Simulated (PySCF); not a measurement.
# CH4BNP2: the cost of one run

Computed with PySCF 2.14.0, with density-fitted response routines of our own, on a single molecule in the gas phase. Atoms are numbered from 0 throughout.

### 1 The molecule as given

9 atoms, charge 0, multiplicity 1; geometry from: GFN2-xTB. The atoms were then displaced at random by about 0.01 Å, so the start is not that level's minimum.

Bonds of the start (Å): N0–C1 1.14, C1–B2 1.51, B2–P3 1.91, B2–P4 1.86, P3–H5 1.38, P3–H6 1.36, P4–H7 1.38, P4–H8 1.41.

### 2 Relaxing the molecule at PBE0-D3(BJ)/def2-SVP

Job settings and geometry (Å):

```
{"job": {"xc": "PBE0", "basis": "def2-SVP", "d3": "d3bj", "grid": 1, "shake": 0.01, "kind": "geom"}, "charge": 0, "multiplicity": 1}
N      0.359590     2.810920     0.265310
C      0.160630     1.719520     0.022900
B     -0.059620     0.241810    -0.218060
P      1.382820    -0.723560    -1.016860
P     -1.781420    -0.448620    -0.070860
H      1.270600    -1.920630    -0.329500
H      2.449050    -0.231130    -0.323120
H     -1.518760    -1.664170     0.525840
H     -2.205090     0.198710     1.110620
```

Started as:

```console
> OMP_NUM_THREADS=1 python probes_run.py task.json out
```

This one command runs all jobs of the session in turn.

Q: Estimate the wall time and peak memory of this first job on 1 thread of Arm Neoverse N1, shared host.

About 28 s, with a peak of 0.41 GiB.
